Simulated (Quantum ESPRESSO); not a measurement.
# Rb5Mg3Ge (P6/mmm) in Quantum ESPRESSO: reference runs

How does Rb5Mg3Ge come out in PBE? The cell is run as given.

Program: Quantum ESPRESSO 7.5. These are calculated values, not measurements. Logs are shortened: lines on timing, memory, paths and dates and some standing lists are left out, and cuts for length are marked.

## Step 1: The crystal as given

The structure is hexagonal, space group P6/mmm (No. 191). The conventional cell has a = 5.460 Å, b = 5.460 Å, c = 12.629 Å, α = 90.00°, β = 90.00°, γ = 120.00°. Rb (site symmetry 6mm) has 1 Ge at 2.24 Å as nearest neighbours. Rb (site symmetry -6m2) has 6 Rb at 3.15 Å as nearest neighbours. Around Rb (site symmetry 6/mmm) lie 6 Rb at 3.15 Å. Around Mg (site symmetry mmm) lie 2 Ge at 2.73 Å and 4 Mg at 2.73 Å. Around Ge (site symmetry 6/mmm) lie 2 Rb at 2.24 Å.

The cell was built by a generator and needn't be a form met in nature.

## Step 2: Single point, PBE

The input, pw.in:

```
&CONTROL
  calculation = 'scf'
  prefix = 'pwscf'
  outdir = './tmp'
  pseudo_dir = './pseudo'
  tprnfor = .true.
  tstress = .true.
  disk_io = 'nowf'
/
&SYSTEM
  ibrav = 0
  nat = 9
  ntyp = 3
  ecutwfc = 60
  ecutrho = 440
  nbnd = 43
  occupations = 'smearing'
  smearing = 'fd'
  degauss = 0.00367493
/
&ELECTRONS
  conv_thr = 1.8d-09
  electron_maxstep = 120
  mixing_beta = 0.5
/
ATOMIC_SPECIES
Rb    85.4678 Rb_ONCV_PBE-1.0.oncvpsp.upf
Mg    24.3050 Mg.pbe-n-kjpaw_psl.0.3.0.UPF
Ge    72.6300 ge_pbe_v1.4.uspp.F.UPF
CELL_PARAMETERS angstrom
   5.4598437000    0.0000000000    0.0000000000
  -2.7299218500    4.7283633500    0.0000000000
   0.0000000000    0.0000000000   12.6286192100
ATOMIC_POSITIONS crystal
Rb     0.0000000000    0.0000000000    0.6772649900
Rb     0.0000000000    0.0000000000    0.3227350100
Rb     0.3333333300    0.6666666700    0.0000000000
Rb     0.6666666700    0.3333333300    0.0000000000
Rb     0.0000000000    0.0000000000    0.0000000000
Mg     0.5000000000    0.0000000000    0.5000000000
Mg     0.0000000000    0.5000000000    0.5000000000
Mg     0.5000000000    0.5000000000    0.5000000000
Ge     0.0000000000    0.0000000000    0.5000000000
K_POINTS automatic
6 6 2 0 0 0
```

Potentials or basis: SSSP 1.3 efficiency PBE.

Command:

```console
$ OMP_NUM_THREADS=1 pw.x -in pw.in > pw.out
```

pw.out:

```text
This program is part of the open-source Quantum ESPRESSO suite
     for quantum simulation of materials; please cite
         "P. Giannozzi et al., J. Phys.:Condens. Matter 21 395502 (2009);
         "P. Giannozzi et al., J. Phys.:Condens. Matter 29 465901 (2017);
         "P. Giannozzi et al., J. Chem. Phys. 152 154105 (2020);
     in publications or presentations arising from this work. More details at

     file Mg.pbe-n-kjpaw_psl.0.3.0.UPF: wavefunction(s)  3S renormalized
     Message from routine setup:
     using ibrav=0 with symmetry is DISCOURAGED, use correct ibrav instead

     G-vector sticks info
     --------------------
     sticks:   dense  smooth     PW     G-vecs:    dense   smooth      PW
     Sum        3241    1765    499               342999   138261   20325

     Using Slab Decomposition

     bravais-lattice index     =            0
     lattice parameter (alat)  =      10.3176  a.u.
     unit-cell volume          =    2200.1056 (a.u.)^3
     number of atoms/cell      =            9
     number of atomic types    =            3
     number of electrons       =        65.00
     number of Kohn-Sham states=           43
     kinetic-energy cutoff     =      60.0000  Ry
     charge density cutoff     =     440.0000  Ry
     scf convergence threshold =      1.8E-09
     mixing beta               =       0.5000
     number of iterations used =            8  plain     mixing
     Exchange-correlation=  SLA  PW   PBX  PBC
                           (   1   4   3   4   0   0   0)

     celldm(1)=  10.317609  celldm(2)=   0.000000  celldm(3)=   0.000000
     celldm(4)=   0.000000  celldm(5)=   0.000000  celldm(6)=   0.000000

     crystal axes: (cart. coord. in units of alat)
               a(1) = (   1.000000   0.000000   0.000000 )
               a(2) = (  -0.500000   0.866025   0.000000 )
               a(3) = (   0.000000   0.000000   2.313000 )

     reciprocal axes: (cart. coord. in units 2 pi/alat)
               b(1) = (  1.000000  0.577350 -0.000000 )
               b(2) = (  0.000000  1.154701  0.000000 )
               b(3) = (  0.000000 -0.000000  0.432339 )

     PseudoPot. # 1 for Rb read from file:
     Rb_ONCV_PBE-1.0.oncvpsp.upf
     Pseudo is Norm-conserving, Zval =  9.0
     Generated using ONCVPSP code by D. R. Hamann
     Using radial grid of 2308 points,  6 beta functions with:
                l(1) =   0
                l(2) =   0
                l(3) =   1
                l(4) =   1
                l(5) =   2
                l(6) =   2

     PseudoPot. # 2 for Mg read from file:
     Mg.pbe-n-kjpaw_psl.0.3.0.UPF
     Pseudo is Projector augmented-wave + core cor, Zval =  2.0
     Generated using "atomic" code by A. Dal Corso  v.5.0.99 svn rev. 10869
     Shape of augmentation charge: PSQ
     Using radial grid of 1129 points,  4 beta functions with:
                l(1) =   0
                l(2) =   0
                l(3) =   1
                l(4) =   1
     Q(r) pseudized with 0 coefficients

     PseudoPot. # 3 for Ge read from file:
     ge_pbe_v1.4.uspp.F.UPF
     Pseudo is Ultrasoft + core correction, Zval = 14.0
     Generated by new atomic code, or converted to UPF format
     Using radial grid of  873 points,  6 beta functions with:
                l(1) =   0
                l(2) =   0
                l(3) =   1
                l(4) =   1
                l(5) =   2
                l(6) =   2
     Q(r) pseudized with  8 coefficients,  rinner =    1.400   1.400   1.400
                                                       1.400   1.400

     atomic species   valence    mass     pseudopotential
     Rb                9.00    85.46780     Rb( 1.00)
     Mg                2.00    24.30500     Mg( 1.00)
     Ge               14.00    72.63000     Ge( 1.00)

     24 Sym. Ops., with inversion, found

   Cartesian axes

     site n.     atom                  positions (alat units)
         1        Rb     tau(   1) = (   0.0000000   0.0000000   1.5665140  )
         2        Rb     tau(   2) = (   0.0000000   0.0000000   0.7464861  )
         3        Rb     tau(   3) = (  -0.0000000   0.5773503   0.0000000  )
         4        Rb     tau(   4) = (   0.5000000   0.2886751   0.0000000  )
         5        Rb     tau(   5) = (   0.0000000   0.0000000   0.0000000  )
         6        Mg     tau(   6) = (   0.5000000   0.0000000   1.1565001  )
         7        Mg     tau(   7) = (  -0.2500000   0.4330127   1.1565001  )
         8        Mg     tau(   8) = (   0.2500000   0.4330127   1.1565001  )
         9        Ge     tau(   9) = (   0.0000000   0.0000000   1.1565001  )

     number of k points=    14  Fermi-Dirac smearing, width (Ry)=  0.0037
                       cart. coord. in units 2pi/alat
        k(    1) = (   0.0000000   0.0000000   0.0000000), wk =   0.0277778
        k(    2) = (   0.0000000   0.0000000  -0.2161695), wk =   0.0277778
        k(    3) = (   0.0000000   0.1924501   0.0000000), wk =   0.1666667
        k(    4) = (   0.0000000   0.1924501  -0.2161695), wk =   0.1666667
        k(    5) = (   0.0000000   0.3849002   0.0000000), wk =   0.1666667
        k(    6) = (   0.0000000   0.3849002  -0.2161695), wk =   0.1666667
        k(    7) = (   0.0000000  -0.5773503   0.0000000), wk =   0.0833333
        k(    8) = (   0.0000000  -0.5773503  -0.2161695), wk =   0.0833333
        k(    9) = (   0.1666667   0.2886751   0.0000000), wk =   0.1666667
        k(   10) = (   0.1666667   0.2886751  -0.2161695), wk =   0.1666667
        k(   11) = (   0.1666667   0.4811252   0.0000000), wk =   0.3333333
        k(   12) = (   0.1666667   0.4811252  -0.2161695), wk =   0.3333333
        k(   13) = (   0.3333333   0.5773503   0.0000000), wk =   0.0555556
        k(   14) = (   0.3333333   0.5773503  -0.2161695), wk =   0.0555556

     Dense  grid:   342999 G-vectors     FFT dimensions: (  72,  72, 160)

     Smooth grid:   138261 G-vectors     FFT dimensions: (  54,  54, 120)

     Initial potential from superposition of free atoms

     starting charge      64.8725, renormalised to      65.0000
     Starting wfcs are   46 randomized atomic wfcs

     Self-consistent Calculation

     iteration #  1     ecut=    60.00 Ry     beta= 0.50
     Davidson diagonalization with overlap
     ethr =  1.00E-02,  avg # of iterations =  8.0

     total energy              =    -556.90023487 Ry
     estimated scf accuracy    <       2.03470459 Ry

     iteration #  2     ecut=    60.00 Ry     beta= 0.50
     Davidson diagonalization with overlap
     ethr =  3.13E-03,  avg # of iterations =  8.6
[... 64 lines left out ...]
     total energy              =    -558.18384939 Ry
     estimated scf accuracy    <          9.3E-09 Ry

     iteration # 12     ecut=    60.00 Ry     beta= 0.50
     Davidson diagonalization with overlap
     ethr =  1.43E-11,  avg # of iterations =  4.2

     End of self-consistent calculation

          k = 0.0000 0.0000 0.0000 ( 17261 PWs)   bands (ev):

   -25.1342 -24.4260 -24.4179 -23.4623 -23.3239 -20.1863 -20.0899 -20.0899
   -19.7562 -19.7562  -9.7886  -9.7886  -9.7841  -9.7841  -9.1597  -9.1454
    -8.4910  -8.3370  -8.3170  -7.4469  -7.4469  -7.3130  -7.3130  -7.2323
    -7.2323  -2.6025   2.2270   2.2376   2.2376   3.3384   3.4445   4.8963
     5.7503   5.7503   5.7619   5.9645   6.9550   6.9550   7.0128   7.0734
     7.0734   7.9678   8.3314

          k = 0.0000 0.0000-0.2162 ( 17290 PWs)   bands (ev):
[... 37 lines left out ...]
   -24.9435 -24.5770 -24.4867 -23.4617 -23.3232 -20.1860 -20.0899 -20.0899
   -19.7560 -19.7556 -10.5328  -9.9802  -9.1470  -8.9148  -8.6509  -8.5948
    -8.5168  -8.4691  -8.4634  -8.4144  -7.7484  -7.3541  -7.3229  -7.2612
    -7.2391  -2.2792   0.4097   1.9135   3.0216   3.8795   4.8303   5.0626
     5.6995   5.7198   5.7238   5.9591   6.0118   6.6957   6.9838   7.2348
     7.4726   7.5292   8.1700

          k = 0.0000-0.5774 0.0000 ( 17274 PWs)   bands (ev):

   -24.7597 -24.7521 -24.5053 -23.4614 -23.3231 -20.1859 -20.0899 -20.0899
   -19.7559 -19.7554 -10.6342  -9.4271  -9.4215  -9.1123  -8.7648  -8.7131
    -8.4822  -8.3855  -8.1680  -8.1380  -8.1305  -7.3678  -7.3259  -7.2706
    -7.2416  -2.1411   0.0571   1.8261   2.8209   4.8676   5.1112   5.1279
     5.2253   5.3787   5.5231   5.8654   6.3520   6.3785   6.9185   7.4117
     7.6092   7.6203   8.2289

          k = 0.0000-0.5774-0.2162 ( 17296 PWs)   bands (ev):

   -24.7597 -24.7521 -24.5053 -23.4614 -23.3230 -20.1859 -20.0899 -20.0899
   -19.7559 -19.7554 -10.6342  -9.4268  -9.4215  -9.1312  -8.7167  -8.7131
    -8.4635  -8.4350  -8.1680  -8.1380  -8.1305  -7.3676  -7.3261  -7.2708
    -7.2414  -2.1348   0.0570   1.8254   2.8224   4.6347   5.0746   5.1008
     5.3773   5.5329   5.6784   5.8480   6.0949   6.4917   6.8580   7.4814
     7.6105   7.6145   8.1055

          k = 0.1667 0.2887 0.0000 ( 17281 PWs)   bands (ev):

   -24.9878 -24.5113 -24.5033 -23.4617 -23.3234 -20.1861 -20.0899 -20.0899
   -19.7560 -19.7557 -10.2819 -10.2811  -9.1251  -8.9967  -8.7018  -8.7006
    -8.5255  -8.4326  -8.3849  -8.3752  -7.6412  -7.3448  -7.3237  -7.2545
    -7.2399  -2.3491   0.6735   1.6618   3.8414   3.9727   4.0453   4.2672
     5.8515   5.8593   5.9591   6.4878   6.5105   6.6626   6.7152   6.9339
     7.0006   7.6396   7.9097
[... 39 lines left out ...]
   -24.6781 -24.6781 -24.6665 -23.4613 -23.3229 -20.1858 -20.0899 -20.0899
   -19.7556 -19.7556  -9.9480  -9.9447  -9.9447  -9.1255  -8.6316  -8.6207
    -8.6207  -8.4631  -8.0045  -7.9988  -7.9988  -7.3510  -7.3510  -7.2591
    -7.2591  -2.0687   0.5093   0.5093   4.7699   4.7699   4.9495   5.2158
     5.2158   5.7370   5.7370   5.8073   5.8073   5.8218   5.9094   6.5257
     6.6897   6.6897   7.4358

     the Fermi energy is     5.4241 ev

!    total energy              =    -558.18384939 Ry
     estimated scf accuracy    <          1.3E-09 Ry
     smearing contrib. (-TS)   =      -0.00551818 Ry
     internal energy E=F+TS    =    -558.17833120 Ry

     The total energy is F=E-TS. E is the sum of the following terms:
     one-electron contribution =    -358.44431139 Ry
     hartree contribution      =     200.38183700 Ry
     xc contribution           =    -101.13001118 Ry
     ewald contribution        =    -205.01198396 Ry
     one-center paw contrib.   =     -93.97386167 Ry

     convergence has been achieved in  12 iterations

     Forces acting on atoms (cartesian axes, Ry/au):

     atom    1 type  1   force =     0.00000000    0.00000000    0.28949793
     atom    2 type  1   force =     0.00000000    0.00000000   -0.28949793
     atom    3 type  1   force =    -0.00000000   -0.00000000   -0.00000000
     atom    4 type  1   force =     0.00000000    0.00000000    0.00000000
     atom    5 type  1   force =     0.00000000    0.00000000   -0.00000000
     atom    6 type  2   force =    -0.00000000   -0.00000000   -0.00000000
     atom    7 type  2   force =     0.00000000    0.00000000    0.00000000
     atom    8 type  2   force =     0.00000000    0.00000000    0.00000000
     atom    9 type  3   force =     0.00000000    0.00000000    0.00000000

     Total force =     0.409412     Total SCF correction =     0.000112

     Computing stress (Cartesian axis) and pressure

          total   stress  (Ry/bohr**3)                   (kbar)     P=      134.26
   0.00079562   0.00000000   0.00000000          117.04        0.00        0.00
   0.00000000   0.00079562   0.00000000            0.00      117.04        0.00
   0.00000000   0.00000000   0.00114671            0.00        0.00      168.69

=------------------------------------------------------------------------------=
   JOB DONE.
=------------------------------------------------------------------------------=
```

Wall time 4.1 min (1 thread of Intel Xeon Platinum 8488C (Sapphire Rapids), shared host); peak memory 1.4 GiB.

Results:

- Free energy: -7594.4782 eV
- Pressure: 13.4 GPa
- Largest force: 7.443 eV/Å
- Band gap on the k mesh: none (metal or under the smearing width)

Forces on the atoms (eV/Å):
```
Rb   0.000  0.000  7.443
Rb   0.000  0.000 -7.443
Rb   0.000  0.000  0.000
Rb   0.000  0.000  0.000
Rb   0.000  0.000  0.000
Mg   0.000  0.000  0.000
Mg   0.000  0.000  0.000
Mg   0.000  0.000  0.000
Ge   0.000  0.000  0.000
```

Stress tensor (GPa, compression positive):
```
11.70  0.00  0.00
 0.00 11.70  0.00
 0.00  0.00 16.87
```

Levels at points of the mesh, in eV from the Fermi level:
| k point | band 30 | band 31 | band 32 | band 33 | band 34 | band 35 |
| --- | --- | --- | --- | --- | --- | --- |
| (0.00, 0.00, 0.00) | -2.09 | -1.98 | -0.53 | 0.33 | 0.33 | 0.34 |
| (0.00, 0.00, -0.50) | -2.48 | -1.30 | -0.53 | -0.29 | 0.32 | 0.32 |
| (0.00, -0.50, 0.00) | -0.56 | -0.31 | -0.30 | -0.20 | -0.05 | 0.10 |
| (0.00, -0.50, -0.50) | -0.79 | -0.35 | -0.32 | -0.05 | 0.11 | 0.25 |

Caveat: forces of over 1 eV/Å show positions far from the minimum, so gaps and moduli don't describe the material at rest.
